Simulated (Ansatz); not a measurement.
**InH₄− (triplet): wave-function methods side by side at a displaced geometry (v1), def2-SVPD**

The task here is to estimate one member of a computed series from the others.

Computed with Ansatz 0.2.0, Gaussian basis. Level: def2-SVPD, core rule «outside noble gas», up to 9 orbitals frozen.

Plan: UHF; CCSD(T) on ROHF; CCSD(T) on UHF; BCCD(T) on ROHF; CISD as a restricted active space (open shells left free, so some higher excitations enter); CCSDT(Q) on ROHF; CCSDT(Q) on UHF; CASSCF and MRCISD+Q, 8 electrons in 8 orbitals; CASSCF and NEVPT2, 8 electrons in 8 orbitals.

23 further runs of the same task are left out: 2 for a known fault of the program, 1 that didn't finish, 20 set aside as unsound or not needed. Runs told in other sessions of the task aren't counted.

## What is computed

The geometry is a PBE0/def2-TZVPD stationary point (not a proven minimum) with its atoms shifted at random (size 0.040 Å). No spin-orbit coupling is included. Elements past krypton take def2 core potentials.

5 atoms, charge -1, spin multiplicity 3.

Atoms are counted from 1 here; the program's logs count them from 0.

Bond lengths: In1–H2 1.778 Å, In1–H3 1.715 Å, In1–H4 1.843 Å, In1–H5 1.775 Å. Angles: H2–In1–H3 90.4°, H2–In1–H4 178.8°, H2–In1–H5 93.7°, H3–In1–H4 89.2°, H3–In1–H5 175.7°, H4–In1–H5 86.7°.

The first run:

in.yaml reads:

```yaml
crystal:
  periodic: [false, false, false]
  atoms:
    - {symbol: In, position_ang: [0.000911, -0.000033, 0.001394]}
    - {symbol: H, position_ang: [1.263177, -0.016176, 1.253341]}
    - {symbol: H, position_ang: [-1.215059, 0.043134, 1.210727]}
    - {symbol: H, position_ang: [-1.317835, -0.019680, -1.285670]}
    - {symbol: H, position_ang: [1.165980, -0.003501, -1.337160]}
basis:
  gaussian: {orbitals: def2-SVPD}
total_charge: -1
magnetization: {spin_polarized: true, initial_magnetization: 2}
hamiltonian: {xc: hf}
output: {orbitals: {seedname: orbitals}}
```

Launch:

```console
$ ansatz run in.yaml --threads 1 --pin off --events-out ev --progress --plain --max-ram 2393MiB
```

Among the steps run: UHF; CCSD(T) on ROHF; CCSD(T) on UHF; BCCD(T) on ROHF; CISD as a restricted active space (open shells left free, so some higher excitations enter); CCSDT(Q) on ROHF; CCSDT(Q) on UHF; CASSCF and MRCISD+Q, 8 electrons in 8 orbitals; CASSCF and NEVPT2, 8 electrons in 8 orbitals.

One table of the session follows, with a row left open; its other results are not shown here.

It belongs to the step «Misses and costs». 

```
          method  from UCCSDT(Q) (kcal/mol)
            ROHF                     +96.69
             UHF                     +91.10
            RMP2                     +23.86
            UMP2                     +24.52
           RCCSD                      +4.09
           UCCSD                      +3.78
        RCCSD(T)                      +1.11
        UCCSD(T)                      +0.97
         BCCD(T)                      +1.12
          RCCSDT                      +0.31
          UCCSDT                      +0.12
       RCCSDT(Q)                      +0.20
       UCCSDT(Q)                          0
  CASSCF valence                     +57.72
  NEVPT2 valence                     +16.80
  MRCISD valence                          ?
MRCISD+Q valence                      +0.14
```

**Question.** Estimate the row for MRCISD valence.

As computed: from UCCSDT(Q) (kcal/mol): +3.86. In the column «from UCCSDT(Q) (kcal/mol)» it lies between UCCSD (+3.78) and RCCSD (+4.09).

Not comparable, so not listed: CISD as a restricted active space (open shells left free, so some higher excitations enter) (they don't share determinant, frozen orbitals or solution with the rows shown, or repeat one).

Caveats from the session: Restricted and unrestricted rows rest on different reference determinants; a gap between their highest levels can come from leftover correlation error, from unlike frozen cores or from another state.
